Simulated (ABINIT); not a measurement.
## InSb3: band structure with LDA

Crystal: InSb3.

```
Sb In
1.0
     4.80637    0.00000    0.00000
     0.00000    4.80637    0.00000
     0.00000    0.00000    4.80637
Sb In
3 1
Direct
  0.50000 0.50000 0.00000
  0.00000 0.50000 0.50000
  0.50000 0.00000 0.50000
  0.00000 0.00000 0.00000
```

The cell comes from a database or a generator and needn't be the stable form of this composition.

```
Program             : ABINIT 10.8.3 (patched build)
Task                : band structure
Functional          : LDA
Potentials or basis : JTH PAW LDA v2.0
Cutoff              : 599 eV
k mesh              : 6 × 6 × 6
Occupations         : fermi-dirac, width 0.05 eV
Spin                : no spin polarisation
Fine-grid cutoff    : 1197.3 eV
```

The pressure is -3.8 GPa and the band gap on the k mesh is none (metal or under the smearing width). The valence electrons inside the program's atomic spheres are Sb 12.39; In 11.12.

Levels at the corners of the path, in eV from the Fermi level:
| point | band 27 | band 28 | band 29 | band 30 | band 31 | band 32 |
| --- | --- | --- | --- | --- | --- | --- |
| Γ | -3.71 | 0.41 | 0.41 | 0.41 | 1.68 | 1.68 |
| X | -2.09 | -2.09 | -1.09 | -0.83 | 1.88 | 2.12 |
| M | -1.67 | -1.33 | -1.09 | -1.09 | -0.55 | 1.04 |
| Γ | -3.71 | 0.41 | 0.41 | 0.41 | 1.68 | 1.68 |
| R | -4.95 | -4.89 | 3.42 | 3.42 | 3.48 | 3.48 |
| X | -2.09 | -2.09 | -1.09 | -0.83 | 1.88 | 2.12 |

Run time: 3.6 min on 1 thread of Arm Neoverse V2, with other jobs on the host, peak memory 0.19 GiB.

Caveat: spin-orbit coupling is left out, which moves the levels of the heavy elements.
